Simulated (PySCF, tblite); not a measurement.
# C5H16BNOSi: geometry, infrared bands, NMR shifts, electronic excitations and core binding energies

Aim: predict the infrared bands, NMR shifts, electronic excitations and core binding energies of C5H16BNOSi (`C[N+]1(C)[BH2-]CC[C@H]1O[SiH3]`).

The runs use tblite 0.8.0 and PySCF 2.14.0, with density-fitted response routines of our own; the level of theory stands in each step. All values are computed, except where a source is named. Atoms count from 0, in the outputs and in this text.

## 1. The starting structure

25 atoms, charge 0, multiplicity 1; geometry from: force field or distance geometry start.

Bonds of the start (Å): C0–N1 1.44, N1–C2 1.44, N1–B3 1.53, B3–C4 1.58, C4–C5 1.51, C5–C6 1.47, C6–O7 1.38, O7–Si8 1.68, C6–N1 1.46, C0–H9 1.13, C0–H10 1.08, C0–H11 1.12, C2–H12 1.12, C2–H13 1.12, C2–H14 1.08, B3–H15 1.17, B3–H16 1.20, C4–H17 1.09, C4–H18 1.11, C5–H19 1.12, C5–H20 1.13, C6–H21 1.11, Si8–H22 1.46, Si8–H23 1.47, Si8–H24 1.48.

## 2. Relaxing the molecule with GFN2-xTB

Job settings and geometry (Å):

```
{"job": {"kind": "relax", "xc": "GFN2-xTB", "basis": "xTB"}, "charge": 0, "multiplicity": 1}
C     -0.479000    -1.479900     0.965800
N     -0.695400    -0.309600     0.147400
C     -1.143800    -0.764500    -1.138700
B     -1.664000     0.679800     0.790400
C     -1.034900     2.078300     0.400500
C      0.435300     1.765400     0.519300
C      0.584500     0.385000     0.036300
O      1.520800    -0.399800     0.669500
Si     2.761600    -1.042000    -0.271000
H     -1.479300    -1.884000     1.300000
H      0.162800    -1.234000     1.805300
H     -0.027100    -2.327900     0.398400
H     -1.571600     0.093100    -1.711600
H     -2.001200    -1.452800    -0.929900
H     -0.358000    -1.243300    -1.706700
H     -2.733800     0.476200     0.372200
H     -1.569400     0.559500     1.978700
H     -1.385600     2.818400     1.116400
H     -1.331900     2.342200    -0.638700
H      0.767300     1.969600     1.564200
H      0.958400     2.491400    -0.170000
H      0.884100     0.430100    -1.036700
H      2.382900    -2.414800    -0.606900
H      2.977000    -0.352400    -1.549400
H      4.029300    -1.159800     0.483100
```

Command:

```sh
$ OMP_NUM_THREADS=1 python probes_run.py task.json out
```

The driver reads the jobs from task.json and runs them one after another.

**Question.** This job is followed by: GFN2-xTB harmonic vibrations, gas phase; PBE0-D3(BJ)/def2-SVP geometry optimisation, gas phase; GIAO PBE0/pcSseg-1 NMR shielding, non-relativistic, gas phase; TDDFT CAM-B3LYP/def2-SVPD, vertical, gas phase, core orbitals frozen in the response; GIAO WP04/pcSseg-1 NMR shielding, non-relativistic, gas phase; delta-SCF UKS SCAN, pcX-2 on the ionised atom, pcseg-1 elsewhere, spin-free X2C. Predict these results of the whole session: strongest single infrared mode (GFN2-xTB); zero-point energy (GFN2-xTB); point group; rotational constants (main isotopes); ¹³C shifts against TMS (PBE0/pcSseg-1); ¹H shifts against TMS (PBE0/pcSseg-1, means over atoms taken as alike); ¹⁵N shifts against NH3 (PBE0/pcSseg-1); ¹¹B shifts against BF3·OEt2 (PBE0/pcSseg-1); ¹⁷O shifts against H2O (PBE0/pcSseg-1); ²⁹Si shifts against TMS (PBE0/pcSseg-1); lowest singlet (CAM-B3LYP/def2-SVPD); brightest single state of those computed; lowest triplet; vertical ionisation energy (ΔSCF); C1s binding energies, SCAN/pcX-2; N1s binding energies, SCAN/pcX-2; B1s binding energies, SCAN/pcX-2; O1s binding energies, SCAN/pcX-2; Si1s binding energies, SCAN/pcX-2; Si2p binding energies, SCAN/pcX-2; range of the shift of Si8.

The runs gave:

| quantity | value |
| --- | --- |
| strongest single infrared mode (GFN2-xTB) | 2233 cm⁻¹, 366 km/mol |
| zero-point energy (GFN2-xTB) | 130.3 kcal/mol |
| point group | C1 |
| rotational constants (main isotopes) | 2.13, 0.98, 0.80 GHz |
| ¹³C shifts against TMS (PBE0/pcSseg-1) | 96.7, 48.5, 38.7, 32.3, 4.5 ppm |
| ¹H shifts against TMS (PBE0/pcSseg-1, means over atoms taken as alike) | 4.82, 4.21, 2.42, 2.41, 2.28, 2.21, 2.01, 1.49, 0.77, 0.71 ppm |
| ¹⁵N shifts against NH3 (PBE0/pcSseg-1) | 82.0 ppm |
| ¹¹B shifts against BF3·OEt2 (PBE0/pcSseg-1) | -8.4 ppm |
| ¹⁷O shifts against H2O (PBE0/pcSseg-1) | 45.1 ppm |
| ²⁹Si shifts against TMS (PBE0/pcSseg-1) | -32.2 ppm |
| lowest singlet (CAM-B3LYP/def2-SVPD) | 7.12 eV (174 nm), f = 0.004 |
| brightest single state of those computed | state 2, 7.34 eV, f = 0.023 |
| lowest triplet | 6.87 eV |
| vertical ionisation energy (ΔSCF) | 9.52 eV |
| C1s binding energies, SCAN/pcX-2 | C6 293.08, C2 291.79, C0 291.71, C5 290.40, C4 289.11 eV |
| N1s binding energies, SCAN/pcX-2 | N1 406.41 eV |
| B1s binding energies, SCAN/pcX-2 | B3 193.44 eV |
| O1s binding energies, SCAN/pcX-2 | O7 538.36 eV |
| Si1s binding energies, SCAN/pcX-2 | Si8 1847.66 eV |
| Si2p binding energies, SCAN/pcX-2 | Si8 107.97 eV |
| range of the shift of Si8 | -40.9 to -32.2 ppm |

In words: Relaxing lowered the energy by 1.316 eV in 286 steps; the close pair that moved most is N1–B3, from 1.527 to 1.648 Å (GFN2-xTB). All 69 modes are real, so the xTB geometry is a minimum. The strongest single mode, at 2233 cm⁻¹, moves mainly H22. Unscaled tight-binding wavenumbers are off by several per cent, some by more. Its intensities can rank the bands wrongly. Relaxing lowered the energy by 0.270 eV in 7 steps; the close pair that moved most is O7–Si8, from 1.598 to 1.674 Å (PBE0/def2-SVP). At PBE0/pcSseg-1: The widest tensor belongs to Si8: span 127 ppm, with a paramagnetic part of -495 ppm. The lowest singlet, at 7.12 eV, is HOMO→LUMO 0.40, HOMO−2→LUMO 0.28 and is weak; of the 10 states computed, the strongest absorption comes from states 6 to 8 together at 8.08 eV. The lowest triplet lies 0.25 eV below the lowest singlet (triplets in Tamm-Dancoff, singlets in full TDDFT). ΔSCF puts the ionisation energy at 9.52 eV, 0.75 eV above −ε(HOMO). C6 (sp3 CH bonded to N and O) binds its C1s electron 3.97 eV more tightly than C4 (sp3 CH2 bonded to B). Across the 2 runs the shift of Si8 moves most, between -40.9 (WP04/pcSseg-1) and -32.2 ppm (PBE0/pcSseg-1).
